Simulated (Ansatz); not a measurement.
# C5H14BrNSn: one species, many methods

How much do the methods differ for C5H14BrNSn? The plan is to run it at one geometry with functionals of several rungs and with coupled cluster. The yardstick is the atomisation energy at the CCSD(T) limit.

Program: Ansatz 0.2.0, Gaussian basis. Level of theory: functionals in def2-TZVPP, the program's frozen cores in correlated methods. These are calculated values, not measurements.

Levels to be run: LDA (SPW92), PBE-D4, revPBE-D4, BLYP-D4, r2SCAN-D4, B97M-V, PBE0-D4, B3LYP-D4, r2SCANh-D4, r2SCAN0-D4, HSE06-D4, BHLYP-D4, CAM-B3LYP-D4, LC-ωPBE, ωB97X-V, ωB97M-V, B2PLYP, PBE-QIDH; CCSD(T)/def2-SVP; CCSD(T)/def2-TZVPP; MP2/def2-QZVPP; extrapolation to the limit; RPA on PBE.

### 1 The relaxed structure

All runs share one geometry, relaxed beforehand with PBE0-D4 in a triple-zeta def2 set. Sn takes the def2 core potential; no spin-orbit term is included.

SMILES `C[CH2][Sn]([CH3])([Br])[N](C)C`, 22 atoms, charge 0, spin multiplicity 1.

Atoms are counted from 1 here; the program's logs count them from 0.

Bond lengths: C1–C2 1.521 Å, C1–H9 1.094 Å, C1–H10 1.092 Å, C1–H11 1.092 Å, C2–Sn3 2.140 Å, C2–H12 1.094 Å, C2–H13 1.093 Å, Sn3–C4 2.137 Å, Sn3–Br5 2.505 Å, Sn3–N6 2.020 Å, C4–H14 1.091 Å, C4–H15 1.090 Å, C4–H16 1.090 Å, N6–C7 1.440 Å, N6–C8 1.440 Å, C7–H17 1.099 Å, C7–H18 1.093 Å, C7–H19 1.103 Å and more. Angles: C2–C1–H9 111.0°, C2–C1–H10 111.3°, C2–C1–H11 111.8°, H9–C1–H10 107.7°, H9–C1–H11 107.7°, H10–C1–H11 107.2°, C1–C2–Sn3 112.4°, C1–C2–H12 111.7°, C1–C2–H13 111.5°, Sn3–C2–H12 107.4°, Sn3–C2–H13 106.6°, H12–C2–H13 106.9°, C2–Sn3–C4 118.8°, C2–Sn3–Br5 107.4°, C2–Sn3–N6 107.8°, C4–Sn3–Br5 104.3°, C4–Sn3–N6 113.9°, Br5–Sn3–N6 103.3° and more.

### 2 LDA

This LDA is Slater exchange with PW92 correlation.

File in.yaml:

```yaml
crystal:
  periodic: [false, false, false]
  atoms:
    - {symbol: C, position_ang: [-1.413895, -0.864551, -2.317229]}
    - {symbol: C, position_ang: [-0.239899, 0.087919, -2.148653]}
    - {symbol: Sn, position_ang: [0.835006, -0.256522, -0.330314]}
    - {symbol: C, position_ang: [2.664550, 0.798213, -0.000202]}
    - {symbol: Br, position_ang: [1.500362, -2.671151, -0.297106]}
    - {symbol: N, position_ang: [-0.478241, -0.115036, 1.197611]}
    - {symbol: C, position_ang: [-0.065251, -0.488677, 2.525745]}
    - {symbol: C, position_ang: [-1.462937, 0.935079, 1.184050]}
    - {symbol: H, position_ang: [-1.941349, -0.674790, -3.256524]}
    - {symbol: H, position_ang: [-1.082199, -1.905043, -2.326858]}
    - {symbol: H, position_ang: [-2.136760, -0.763927, -1.504463]}
    - {symbol: H, position_ang: [-0.563510, 1.132679, -2.145450]}
    - {symbol: H, position_ang: [0.480888, -0.018323, -2.962816]}
    - {symbol: H, position_ang: [2.481253, 1.873418, 0.000190]}
    - {symbol: H, position_ang: [3.074018, 0.499561, 0.964453]}
    - {symbol: H, position_ang: [3.377701, 0.548890, -0.785487]}
    - {symbol: H, position_ang: [-0.932384, -0.819826, 3.113644]}
    - {symbol: H, position_ang: [0.636658, -1.325664, 2.489678]}
    - {symbol: H, position_ang: [0.410166, 0.334291, 3.086279]}
    - {symbol: H, position_ang: [-1.117050, 1.872556, 1.652620]}
    - {symbol: H, position_ang: [-1.771984, 1.170690, 0.161534]}
    - {symbol: H, position_ang: [-2.364741, 0.620310, 1.727897]}
basis:
  gaussian: {orbitals: def2-TZVPP}
hamiltonian: {xc: lda}
output: {orbitals: {seedname: orbitals}}
```

After this run come: PBE-D4 (GGA); revPBE-D4 (GGA); BLYP-D4 (GGA); r2SCAN-D4 (meta-GGA); B97M-V (meta-GGA); PBE0-D4 (hybrid); B3LYP-D4 (hybrid); r2SCANh-D4 (hybrid); r2SCAN0-D4 (hybrid); HSE06-D4 (hybrid); BHLYP-D4 (hybrid); CAM-B3LYP-D4 (range-separated); LC-ωPBE (range-separated); ωB97X-V (range-separated); ωB97M-V (range-separated); B2PLYP (double hybrid); PBE-QIDH (double hybrid); CCSD(T) in def2-SVP; CCSD(T) in def2-TZVPP; MP2 in def2-QZVPP; RPA on PBE orbitals.

Before running them: what should the planned runs give, taken together? Wanted: atomisation energy, CCSD(T)/CBS; farthest beyond LDA; mean size of error, GGA; mean size of error, meta-GGA; mean size of error, hybrid; mean size of error, range-separated; mean size of error, double hybrid; gap, smallest and largest; T1 diagnostic.

As calculated:

```
                               quantity                                                                                                                   value
        atomisation energy, CCSD(T)/CBS                                                                                                           8067.7 kJ/mol
 functionals within 80.7 kJ/mol (1.0 %)  BLYP-D4, r2SCAN-D4, B97M-V, PBE0-D4, B3LYP-D4, r2SCANh-D4, HSE06-D4, CAM-B3LYP-D4, LC-ωPBE, ωB97X-V, ωB97M-V, PBE-QIDH
                    farthest beyond LDA                                                                                                BHLYP-D4 (-214.5 kJ/mol)
                mean size of error, GGA                                                                                                             85.3 kJ/mol
           mean size of error, meta-GGA                                                                                                             27.5 kJ/mol
             mean size of error, hybrid                                                                                                             71.9 kJ/mol
    mean size of error, range-separated                                                                                                             29.1 kJ/mol
      mean size of error, double hybrid                                                                                                             97.5 kJ/mol
              gap, smallest and largest                                                                               3.44 eV (LDA (SPW92)), 10.75 eV (LC-ωPBE)
                          T1 diagnostic                                                                                                                  0.0103
triples share of the correlation energy                                                                                                                   3.7 %
```

**Reading.** The LDA atomisation energy is off by 1057.1 kJ/mol (13 %): it overbinds. PBE-D4 misses by +98.5 kJ/mol. Double hybrids carry the basis error of their MP2 part in triple zeta, and no dispersion term here, so their miss is partly the set-up's. The rungs meta-GGA, range-separated, hybrid miss on average by less than the doubt on the reference (80.7 kJ/mol), so they tie. The reference freezes the cores and leaves out spin-orbit coupling and excitations past (T), and its outer-core shells are covered unevenly, so misses under about 80.7 kJ/mol can't be ranked. All levels share the lack of spin-orbit coupling, which lowers the free heavy atoms and so the true binding. Hartree-Fock recovers 73 % of the binding; the rest is correlation. CCSD(T) in def2-SVP is off by -426.3 kJ/mol, which most functionals beat. Orbital gaps span 3.4 to 10.8 eV; exact exchange widens them. Correlated methods include outer-core shells of Br, Sn, which these sets cover unevenly.
